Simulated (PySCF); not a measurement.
# RuCl2: relaxation and vibrations of the quintet

Where does quintet RuCl2 go from a PBE0 minimum start, is the end point a minimum, and what are its modes, charges and moments?

Method: PBE0, basis Ru def2-SVP with ECP28, Cl def2-SVP, scalar-relativistic core potentials, no spin–orbit coupling, density fitting; program: PySCF 2.14.0.

### Step 1. Where the work starts

3 atoms, charge 0, spin multiplicity 5.

Bond lengths: Ru1–Cl2 2.255 Å, Ru1–Cl3 2.255 Å. Angles: Cl2–Ru1–Cl3 180.0°.

```xyz
3
charge 0 multiplicity 5
Ru    0.0000    0.0000    0.0000
Cl    0.0000    0.0000    2.2555
Cl    0.0000    0.0000   -2.2555
```

### Step 2. Finding the electronic state

One driver script runs all steps and calls PySCF; scf.py shows how it sets up the SCF of each step. The optimiser is the driver's own. After this first run the driver tries any further starts and a stability analysis.

The input, scf.py:

```python
from pyscf import gto, scf, dft
mol = gto.M(atom='''
Ru     0.000000     0.000000     0.000000
Cl     0.000000     0.000000     2.255461
Cl     0.000000    -0.000000    -2.255461''',
    basis={'Ru': 'def2-SVP', 'Cl': 'def2-SVP'},
    ecp={'Ru': 'def2-SVP'},
    charge=0, spin=4)
mf = dft.UKS(mol, xc='PBE0')
mf.grids.atom_grid = (50, 194)
aux = {'Ru': 'def2-universal-JKFIT', 'Cl': 'def2-universal-JKFIT'}
mf = mf.density_fit(auxbasis=aux)
mf.conv_tol = 1e-08
mf.diis_space = 10
mf.max_cycle = 60
mf.init_guess = 'minao'
mf.verbose = 4
mf.kernel()
```

Run with:

```sh
> OMP_NUM_THREADS=2 python axn.py task.json out
```

Log:

```text
init E= -1005.40878319225
[... the frontier-level lines of each cycle are left out ...]
cycle= 1 E= -1013.68418460575  delta_E= -8.28  |g|= 1.21  |ddm|= 2.14
cycle= 2 E= -1006.12960367615  delta_E= 7.55  |g|= 2.82  |ddm|= 6.78
cycle= 3 E= -1014.70432616257  delta_E= -8.57  |g|= 0.183  |ddm|= 6.53
cycle= 4 E= -1014.72062141207  delta_E= -0.0163  |g|= 0.14  |ddm|= 0.41
cycle= 5 E= -1014.72575188232  delta_E= -0.00513  |g|= 0.0986  |ddm|= 0.146
cycle= 6 E= -1014.73011188559  delta_E= -0.00436  |g|= 0.0487  |ddm|= 0.0873
cycle= 7 E= -1014.73152054515  delta_E= -0.00141  |g|= 0.0045  |ddm|= 0.062
cycle= 8 E= -1014.73153837098  delta_E= -1.78e-05  |g|= 0.00173  |ddm|= 0.00863
cycle= 9 E= -1014.73154114137  delta_E= -2.77e-06  |g|= 0.000353  |ddm|= 0.00375
cycle= 10 E= -1014.73154162879  delta_E= -4.87e-07  |g|= 0.000168  |ddm|= 0.00186
cycle= 11 E= -1014.73154197725  delta_E= -3.48e-07  |g|= 8.82e-05  |ddm|= 0.00239
cycle= 12 E= -1014.73154209978  delta_E= -1.23e-07  |g|= 2.27e-05  |ddm|= 0.00219
cycle= 13 E= -1014.73154210556  delta_E= -5.78e-09  |g|= 1.67e-05  |ddm|= 0.000304
Extra cycle  E= -1014.73154210803  delta_E= -2.46e-09  |g|= 1.67e-05  |ddm|= 0.0001
converged SCF energy = -1014.73154210803  <S^2> = 6.0084427  2S+1 = 5.0033759
```

This step, with its further starts and checks, took 15 s on 2 threads of Arm Neoverse N1, shared host.

Energies from each starting density:

```
                      start   energy (Eh)
    the minimal-basis guess  -1014.731542
a thermally smeared density  -1014.731547
      a smeared PBE density  -1014.731547
```

The test of internal stability and the other starts found no lower solution of this spin.

### Step 3. Relaxation: PBE0 minimum start, quintet

The program finds D∞h symmetry in the start, which this walk keeps. Threshold on the gradient: 0.0003 Eh/bohr, with a further test on the energy change.

scf.py: that of step 2 with these lines changed.

```diff
@@ -5 +5 @@
-Cl     0.000000    -0.000000    -2.255461''',
+Cl     0.000000     0.000000    -2.255461''',
@@ -16 +15,0 @@
-mf.init_guess = 'minao'
```

The optimiser's trace:

```csv
step,energy (Eh),change (kJ/mol),largest symmetric gradient (Eh/bohr)
0,-1014.731547,0.00,0.00003
```

The walk took 2.1 s.

Positions (Å) and forces (eV/Å) along the way:

```
step 0
Ru   0.000   0.000   0.000   0.000   0.000   0.000
Cl   0.000   0.000   2.255   0.000   0.000   0.002
Cl   0.000   0.000  -2.255   0.000   0.000  -0.002
```

It settles in D∞h symmetry, 0.0 kJ/mol below the start, after 0 steps: Ru–Cl 2.255 Å (×2); Cl–Ru–Cl 180.0°.

### Step 4. Vibrations and properties at this point

On the finer grid the gradient is checked again; gradients at displacements of ±0.02 bohr then give force constants and infrared intensities.

scf.py: that of step 3 with these lines changed.

```diff
@@ -10 +10 @@
-mf.grids.atom_grid = (50, 194)
+mf.grids.atom_grid = (75, 302)
@@ -13 +13 @@
-mf.conv_tol = 1e-08
+mf.conv_tol = 1e-10
```

The driver hands on the density of the step before, so the log starts near convergence.

SCF at the final geometry:

```text
init E= -1014.73151647749
[... the frontier-level lines of each cycle are left out ...]
cycle= 1 E= -1014.73151647749  delta_E= 9.09e-13  |g|= 1.57e-06  |ddm|= 2.62e-06
Extra cycle  E= -1014.73151647748  delta_E= 4.09e-12  |g|= 3.27e-06  |ddm|= 5.4e-06
converged SCF energy = -1014.73151647748  <S^2> = 6.0084431  2S+1 = 5.0033761
```

The whole step took 22 s.

Geometry: D∞h; Ru–Cl 2.255 Å (×2); Cl–Ru–Cl 180.0°.

Harmonic modes (main isotopes):

```
symmetry  ω (cm⁻¹)  IR (km/mol)  μ (u)
      πu        63         14.2  47.73
     σg+       353          0.0  34.97
     σu+       430          131  47.73
```

Every mode is real; the point is a minimum.

Properties at this point:

```yaml
Dipole_moment: 0.00 D
Highest_occupied_level: -7.83 eV
Lowest_empty_level: -4.13 eV
Rotational_constants: 0.04738 cm⁻¹
Zero-point_energy: 5.4 kJ/mol
Principal_polarisabilities: 33.1, 33.1, 87.0 bohr³
Atomisation_energy_without_zero-point_energy: 745 kJ/mol
Principal_traceless_quadrupole_moments_about_the_centre_of_mass: -10.48, 5.24, 5.24 D Å
Entropy_at_298.15_K_and_1_bar_electronic_part_spin_only: 303.6 J/(mol K)
Heat_capacity_Cp_at_298.15_K: 58.0 J/(mol K)
Enthalpy_at_298.15_K_above_0_K: 14.60 kJ/mol
Rotational_symmetry_number: 2
Spin_squared_⟨S²⟩: 6.008
```

Populations by atom (charges in e):

```csv
atom,Mulliken,Löwdin,polar tensor,spin (Mulliken),Mayer order to Ru1
Ru1,0.45,-0.16,1.15,3.57,–
"Cl2,3",-0.23,0.08,-0.58,0.22,1.22
```

Outer orbital energies (eV). α occupied: -10.37, -9.96, -9.56, -9.56, -9.49, -8.52, -8.16, -8.16; empty: -0.55, -0.27, -0.27, 1.66. β occupied: -22.12, -11.64, -9.76, -9.73, -9.73, -9.07, -9.07, -7.83; empty: -4.13, -3.74, -3.74, -3.44.

Mulliken populations on Ru1 (outside its core potential): s 2.55, p 6.39, d 6.61, f 0.01.

### Step 5. Summary of results

| quantity | value |
| --- | --- |
| minimum | quintet, D∞h |
| geometry | Ru–Cl 2.255 Å (×2); Cl–Ru–Cl 180.0° |
| wavenumbers (cm⁻¹) | 63 (πu), 353 (σg+), 430 (σu+) |
| dipole moment | 0.00 D |
| highest occupied, lowest empty level (either spin) | -7.83, -4.13 eV |
| polar-tensor charge of Ru1 | +1.15 e |
| zero-point energy | 5.4 kJ/mol |
| entropy at 298.15 K | 303.6 J/(mol K) |
| atomisation energy (no zero-point energy) | 745 kJ/mol |
| ⟨S²⟩ | 6.008 |

The molecule stays D∞h, as typed, and the end point is a minimum. In the infrared the band at 430 cm⁻¹ (σu+, stretch) leads. Ru1 has a polar-tensor charge of +1.2 e (a dipole derivative, not a static charge), yet symmetry cancels the bond dipoles. Most of the spin sits on Ru1 (Mulliken spin 3.57, against 4 for the whole molecule). Only this shape and spin were tried, so other structures or states may lie lower. One determinant may miss the lowest occupation of an open d or f shell.

The search up to here took 39 s.
